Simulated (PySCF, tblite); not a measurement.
# C₅H₈F₂GeS: geometry, infrared bands and NMR shifts

Wanted: the infrared bands and NMR shifts of C₅H₈F₂GeS (`F[CH](F)[Ge@@H]1[CH2]C=CS[CH2]1`), by calculation.

Computed with tblite 0.8.0 and PySCF 2.14.0, with density-fitted response routines of our own, on a single molecule in the gas phase. Atoms are numbered from 0 throughout.

**1. The molecule as given**

17 atoms, charge 0, multiplicity 1; geometry from: force field or distance geometry start.

Bonds of the start (Å): F0–C1 1.39, C1–F2 1.40, C1–Ge3 1.94, Ge3–C4 1.96, C4–C5 1.48, C5–C6 1.33, C6–S7 1.78, S7–C8 1.81, C8–Ge3 1.94, C1–H9 1.12, Ge3–H10 1.55, C4–H11 1.12, C4–H12 1.08, C5–H13 1.07, C6–H14 1.10, C8–H15 1.11, C8–H16 1.12.

**2. Relaxing the molecule with GFN2-xTB**

What the job is given:

```
{"job": {"kind": "relax", "xc": "GFN2-xTB", "basis": "xTB"}, "charge": 0, "multiplicity": 1}
F      2.595000     0.137200    -1.590900
C      2.490000    -0.178200    -0.245400
F      3.277400     0.699100     0.513300
Ge     0.670400    -0.059800     0.409400
C     -0.578800    -1.044000    -0.739400
C     -1.859900    -1.095700     0.009800
C     -2.429400     0.030700     0.422700
S     -1.771400     1.658400     0.143300
C      0.025600     1.761400     0.283600
H      2.883300    -1.195900    -0.015500
H      0.497100    -0.673600     1.822000
H     -0.706200    -0.398900    -1.643600
H     -0.185700    -2.017900    -0.989400
H     -2.297300    -2.054300     0.216200
H     -3.371000    -0.083100     0.980800
H      0.367200     2.398500     1.125300
H      0.386700     2.128100    -0.712200
```

On the command line:

```
OMP_NUM_THREADS=1 python probes_run.py task.json out
```

This one command runs all jobs of the session in turn.

**Question.** This job is followed by: GFN2-xTB harmonic vibrations, gas phase; GIAO PBE0/pcSseg-1 NMR shielding, non-relativistic, gas phase. What will the session give for the following? strongest single infrared mode (GFN2-xTB); zero-point energy (GFN2-xTB); ¹³C shifts against TMS (PBE0/pcSseg-1); ¹H shifts against TMS (PBE0/pcSseg-1); ¹⁹F shifts against CFCl3 (PBE0/pcSseg-1); ⁷³Ge shifts against GeMe4 (PBE0/pcSseg-1); ³³S shifts against CS2 (PBE0/pcSseg-1).

The runs gave:

```
                                 quantity                                               value
strongest single infrared mode (GFN2-xTB)                               1951 cm⁻¹, 298 km/mol
             zero-point energy (GFN2-xTB)                                       71.4 kcal/mol
   ¹³C shifts against TMS (PBE0/pcSseg-1)                 131.6, 128.6, 127.1, 12.6, 11.6 ppm
    ¹H shifts against TMS (PBE0/pcSseg-1)  6.45, 6.14, 5.94, 4.56, 2.78, 2.15, 1.98, 1.77 ppm
 ¹⁹F shifts against CFCl3 (PBE0/pcSseg-1)                                  -148.8, -151.5 ppm
⁷³Ge shifts against GeMe4 (PBE0/pcSseg-1)                                            -127 ppm
   ³³S shifts against CS2 (PBE0/pcSseg-1)                                              -3 ppm
```

The optimisation took 105 steps and gained 0.637 eV; among the close pairs (by a distance rule), C1–Ge3 changed most, from 1.937 to 2.024 Å. No mode is imaginary among the 45: a minimum at this level. The strongest single mode, at 1951 cm⁻¹, moves mainly H10. Unscaled tight-binding wavenumbers are off by several per cent, some by more. Its intensities can rank the bands wrongly. The most deshielded hydrogen is H9 (hydrogen on an sp3 CH bonded to 2 F and Ge), at 6.45 ppm: its carbon carries F, an electronegative neighbour. At PBE0/pcSseg-1: The widest tensor belongs to S7: span 332 ppm, with a paramagnetic part of -548 ppm. Spin-orbit coupling is left out, which matters for shieldings and couplings at and beside the heavy atoms.
